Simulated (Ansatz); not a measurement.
Working through a short molecular-dynamics run of CH6Ge, SMILES [CH3][GeH3]

With Ansatz's Python interface.

`ch6ge.xyz`
```text
8

C    -0.28220    0.14860   -0.94550
Ge    0.27740   -0.18760    0.84830
H    -1.45200    0.40810   -0.95530
H     0.28750    1.08560   -1.35810
H    -0.13270   -0.69250   -1.62280
H     0.00660    1.05980    1.75190
H     1.82880   -0.48000    0.82960
H    -0.44120   -1.39920    1.39620
```

The cells in order, each with its output:

```python
import ansatz as az
import numpy as np
```

```python
BASIS_SET = "def2-SVP"
FUNCTIONAL = "BLYP"
VDW = "d4"
N_STEPS = 30
TEMPERATURE_K = 300

mol = az.Crystal.molecule_from_extxyz("ch6ge.xyz")
```

```python
setup = (
    mol.calculation()
    .basis(gaussian=BASIS_SET)
    .functional(FUNCTIONAL, dispersion=VDW)
    .md("nvt_nose_hoover", timestep=0.5, steps=N_STEPS, temperature=TEMPERATURE_K, initial_velocities="maxwell_boltzmann", seed=78, thermostat_time=20)
)
frames = []
setup.session().plan().execute(on_event=lambda e: frames.append(e["data"]) if e["event"] == "md_step" else None)
print("t (fs)   E_pot (eV)      E_kin (eV)   T (K)   d(0-1) (A)")
for f in frames[::1]:
    xyz = np.array(f["positions_ang"])
    print(f"{f['time_fs']:6.2f} {f['lagrangian_ev']:14.5f} {f['e_kin_ev']:10.5f} {f['temperature_k']:8.1f} {np.linalg.norm(xyz[0] - xyz[1]):9.4f}")
kept = np.array([f["conserved_ev"] for f in frames])
print(f"conserved energy moves by at most {1000 * np.ptp(kept):.3f} meV")
```

    t (fs)   E_pot (eV)      E_kin (eV)   T (K)   d(0-1) (A)
      0.00   -57645.33985    0.23267    300.0    1.9089
      0.50   -57645.36199    0.25454    328.2    1.9071
      1.00   -57645.39277    0.28488    367.3    1.9057
      1.50   -57645.42583    0.31725    409.1    1.9047
      2.00   -57645.45257    0.34306    442.3    1.9041
      2.50   -57645.46354    0.35299    455.1    1.9038
      3.00   -57645.45135    0.33989    438.3    1.9038
      3.50   -57645.41445    0.30252    390.1    1.9040
      4.00   -57645.36000    0.24818    320.0    1.9043
      4.50   -57645.30332    0.19197    247.5    1.9047
      5.00   -57645.26272    0.15170    195.6    1.9052
      5.50   -57645.25118    0.13986    180.3    1.9057
      6.00   -57645.26953    0.15713    202.6    1.9063
      6.50   -57645.30591    0.19209    247.7    1.9069
      7.00   -57645.34254    0.22750    293.3    1.9078
      7.50   -57645.36468    0.24897    321.0    1.9090
      8.00   -57645.36614    0.25027    322.7    1.9105
      8.50   -57645.34930    0.23357    301.2    1.9125
      9.00   -57645.32185    0.20638    266.1    1.9151
      9.50   -57645.29306    0.17782    229.3    1.9181
     10.00   -57645.27106    0.15597    201.1    1.9217
     10.50   -57645.26163    0.14659    189.0    1.9259
     11.00   -57645.26779    0.15270    196.9    1.9305
     11.50   -57645.28976    0.17449    225.0    1.9356
     12.00   -57645.32471    0.20910    269.6    1.9411
     12.50   -57645.36657    0.25046    322.9    1.9469
     13.00   -57645.40623    0.28948    373.3    1.9530
     13.50   -57645.43288    0.31546    406.8    1.9592
     14.00   -57645.43704    0.31915    411.5    1.9654
     14.50   -57645.41478    0.29688    382.8    1.9716
     15.00   -57645.37158    0.25426    327.8    1.9776
    conserved energy moves by at most 3.510 meV

Caveats:
- Total energies depend on the basis set; only differences at equal settings carry meaning.
- The trajectory is only some femtoseconds long, so its temperature is not equilibrated; where the script doesn't relax first, it starts from a rough generated geometry.
- The temperature counts the internal degrees of freedom alone.
- Timing: 53 s on 1 thread of Arm Neoverse V2 (shared host), peak memory 0.21 GiB.

(Lines on the test bed's own set-up are left out of the output.)
